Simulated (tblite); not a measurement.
# C9H10BF: the cost of one run

Computed with tblite 0.8.0 and PySCF 2.14.0, with density-fitted response routines of our own, on a single molecule in the gas phase. Atoms are numbered from 0 throughout.

## Step 1: Starting geometry

21 atoms, charge 0, multiplicity 1; geometry from: force field or distance geometry start.

Bonds of the start (Å): F0–C1 1.33, C1–C2 1.32, C2–C3 1.49, C3–C4 1.46, C4–C5 1.45, C2–B6 1.56, B6–C7 1.58, C7–C8 1.32, C8–C9 1.46, C9–C10 1.32, C10–C1 1.48, C5–C3 1.40, C3–H11 1.12, C4–H12 1.07, C4–H13 1.06, C5–H14 1.13, C5–H15 1.10, B6–H16 1.18, C7–H17 1.09, C8–H18 1.06, C9–H19 1.09, C10–H20 1.09.

## Step 2: Optimising the geometry with GFN2-xTB

The job: settings as JSON, then the geometry in Å.

```
{"job": {"kind": "relax", "xc": "GFN2-xTB", "basis": "xTB"}, "charge": 0, "multiplicity": 1}
F     -0.566900     2.373900    -0.242000
C      0.199100     1.285000    -0.153000
C     -0.286200     0.080700    -0.367100
C     -1.721400    -0.074100    -0.745900
C     -2.863700     0.537900    -0.071000
C     -2.521300    -0.857300     0.097500
B      0.463500    -1.287500    -0.306000
C      1.991100    -1.524300     0.039700
C      2.854400    -0.573500     0.331000
C      2.648700     0.866400     0.422800
C      1.586000     1.628000     0.228100
H     -1.827300    -0.199900    -1.856200
H     -3.349600     0.688000     0.871900
H     -2.661900     1.517500    -0.431900
H     -2.003400    -1.288200     1.006600
H     -3.259200    -1.583200    -0.287200
H     -0.208500    -2.252000    -0.182700
H      2.344900    -2.553900     0.025200
H      3.848200    -0.874800     0.543300
H      3.551400     1.416100     0.695800
H      1.773400     2.692300     0.380600
```

Launch:

```bash
$ OMP_NUM_THREADS=1 python probes_run.py task.json out
```

One launch serves the whole session: the jobs run in the order shown.

**Question.** How long does this first job take on 1 thread of Arm Neoverse V1, shared host, and how much memory does it need?

About 1.7 s, with a peak of 0.18 GiB.
